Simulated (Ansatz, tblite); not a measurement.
# 2x2x7 NaCl rock-salt block (Na₁₄Cl₁₄): a ladder of methods and basis sets

Aim: run the singlet of 2x2x7 NaCl rock-salt block (Na₁₄Cl₁₄) at one geometry on many levels, and compare frontier levels, spin and run time.

Computed with Ansatz 0.2.0, Gaussian basis. Level: as each input shows.

The runs, in order: GFN1-xTB, GFN2-xTB, PBE-D4/def2-TZVP, r2SCAN-D4/def2-TZVP, HF/def2-TZVP, PBE-D4/def2-SVP, PBE0-D4/def2-SVP, HF/STO-3G, MP2/def2-SVP.

2 further runs of the same task are left out: 2 set aside as unsound or not needed.

### Step 1. The relaxed structure

The geometry is that of the singlet, from an earlier relaxation (r2SCAN-D4/def2-SVP).

28 atoms, charge 0, spin multiplicity 1.

Bond lengths: Cl1–Na15 2.615 Å, Cl1–Na16 2.626 Å, Cl1–Na19 2.757 Å, Cl1–Na22 2.757 Å, Cl2–Na16 2.631 Å, Cl2–Na17 2.631 Å, Cl2–Na20 2.736 Å, Cl2–Na23 2.736 Å, Cl3–Na17 2.626 Å, Cl3–Na18 2.615 Å, Cl3–Na21 2.757 Å, Cl3–Na24 2.757 Å, Cl4–Na15 2.611 Å, Cl4–Na19 2.651 Å, Cl4–Na25 2.612 Å, Cl5–Na16 2.729 Å, Cl5–Na19 2.656 Å, Cl5–Na20 2.643 Å and more. Angles: Na15–Cl1–Na16 166.3°, Na15–Cl1–Na19 83.0°, Na15–Cl1–Na22 83.0°, Na16–Cl1–Na19 86.7°, Na16–Cl1–Na22 86.7°, Na19–Cl1–Na22 82.8°, Na16–Cl2–Na17 169.8°, Na16–Cl2–Na20 86.2°, Na16–Cl2–Na23 86.2°, Na17–Cl2–Na20 86.2°, Na17–Cl2–Na23 86.2°, Na20–Cl2–Na23 83.5°, Na17–Cl3–Na18 166.3°, Na17–Cl3–Na21 86.7°, Na17–Cl3–Na24 86.7°, Na18–Cl3–Na21 83.0°, Na18–Cl3–Na24 83.0°, Na21–Cl3–Na24 82.8° and more.

PBE0-D4/def2-TZVP was run before; its log isn't repeated, and its numbers join the tables.

### Step 2. GFN1-xTB

Tight binding, by tblite at 300 K electronic temperature and without a spin-polarisation term:

```python
tblite.interface.Calculator('GFN1-xTB', numbers, positions, charge=0, uhf=0).singlepoint()
```

Energy -1775.0858 eV, HOMO -12.31 eV, LUMO -6.51 eV; 0.12 s.

### Step 3. GFN2-xTB

Tight binding, by tblite at 300 K electronic temperature and without a spin-polarisation term:

```python
tblite.interface.Calculator('GFN2-xTB', numbers, positions, charge=0, uhf=0).singlepoint()
```

Energy -1862.9078 eV, HOMO -11.12 eV, LUMO -8.92 eV; 0.22 s.

### Step 4. PBE-D4/def2-TZVP

start.molden holds the orbitals of an earlier run on this state, given as this run's starting guess.

in.yaml reads:

```yaml
crystal:
  periodic: [false, false, false]
  atoms:
    - {symbol: Cl, position_ang: [-1.464153, -1.461732, -5.232810]}
    - {symbol: Cl, position_ang: [-1.444736, -1.442953, 0.000689]}
    - {symbol: Cl, position_ang: [-1.459908, -1.461169, 5.234253]}
    - {symbol: Cl, position_ang: [-1.400806, 1.398409, -7.925505]}
    - {symbol: Cl, position_ang: [-1.446635, 1.446237, -2.632761]}
    - {symbol: Cl, position_ang: [-1.445084, 1.446676, 2.633471]}
    - {symbol: Cl, position_ang: [-1.395417, 1.399690, 7.926211]}
    - {symbol: Cl, position_ang: [1.396038, -1.401232, -7.925397]}
    - {symbol: Cl, position_ang: [1.444142, -1.446314, -2.633064]}
    - {symbol: Cl, position_ang: [1.446225, -1.445430, 2.632307]}
    - {symbol: Cl, position_ang: [1.402532, -1.398913, 7.924744]}
    - {symbol: Cl, position_ang: [1.460581, 1.460629, -5.234195]}
    - {symbol: Cl, position_ang: [1.443444, 1.444011, -0.000710]}
    - {symbol: Cl, position_ang: [1.463814, 1.462055, 5.232744]}
    - {symbol: Na, position_ang: [-1.205960, -1.203710, -7.822414]}
    - {symbol: Na, position_ang: [-1.279766, -1.277665, -2.620154]}
    - {symbol: Na, position_ang: [-1.277789, -1.277135, 2.621400]}
    - {symbol: Na, position_ang: [-1.199668, -1.202333, 7.823609]}
    - {symbol: Na, position_ang: [-1.290187, 1.288973, -5.279537]}
    - {symbol: Na, position_ang: [-1.288475, 1.289024, 0.000315]}
    - {symbol: Na, position_ang: [-1.286871, 1.289699, 5.280182]}
    - {symbol: Na, position_ang: [1.286669, -1.290187, -5.279595]}
    - {symbol: Na, position_ang: [1.287198, -1.288025, -0.000341]}
    - {symbol: Na, position_ang: [1.290845, -1.288745, 5.278967]}
    - {symbol: Na, position_ang: [1.201239, 1.200933, -7.823521]}
    - {symbol: Na, position_ang: [1.277265, 1.277600, -2.621381]}
    - {symbol: Na, position_ang: [1.278830, 1.278469, 2.620121]}
    - {symbol: Na, position_ang: [1.206632, 1.203157, 7.822363]}
basis:
  gaussian: {orbitals: def2-TZVP, fitting: {mean_field: def2-universal-jkfit}, initial_orbitals: start.molden}
hamiltonian: {xc: pbe, dispersion: d4}
scf: {omitted_lower_state_checks: [starts]}
output: {forces: true, orbitals: {seedname: orbitals}}
```

Started as:

```
ansatz run in.yaml --threads 4 --pin off --events-out ev --progress --plain --max-ram 46080MiB --backend cuda --devices 0, --max-vram 37GiB
```

The runs that follow: r2SCAN-D4/def2-TZVP; HF/def2-TZVP; PBE-D4/def2-SVP; PBE0-D4/def2-SVP; HF/STO-3G; MP2/def2-SVP.

Before running them: what should the planned runs give, taken together? Wanted: gap in def2-TZVP, named functionals and Hartree-Fock, smallest and largest; correlation energy, MP2/def2-SVP; PBE0 total energy, smallest basis above largest.

**Answer**, as computed:

| quantity | value |
| --- | --- |
| gap in def2-TZVP, named functionals and Hartree-Fock, smallest and largest | 5.10 eV (PBE-D4), 11.73 eV (HF) |
| correlation energy, MP2/def2-SVP | -56.23 eV |
| PBE0 total energy, smallest basis above largest | 79.25 eV (def2-SVP, def2-TZVP) |

Orbital gaps of the named functionals and Hartree-Fock in def2-TZVP span 5.10 eV (PBE-D4) to 11.73 eV (HF); exact exchange widens it.
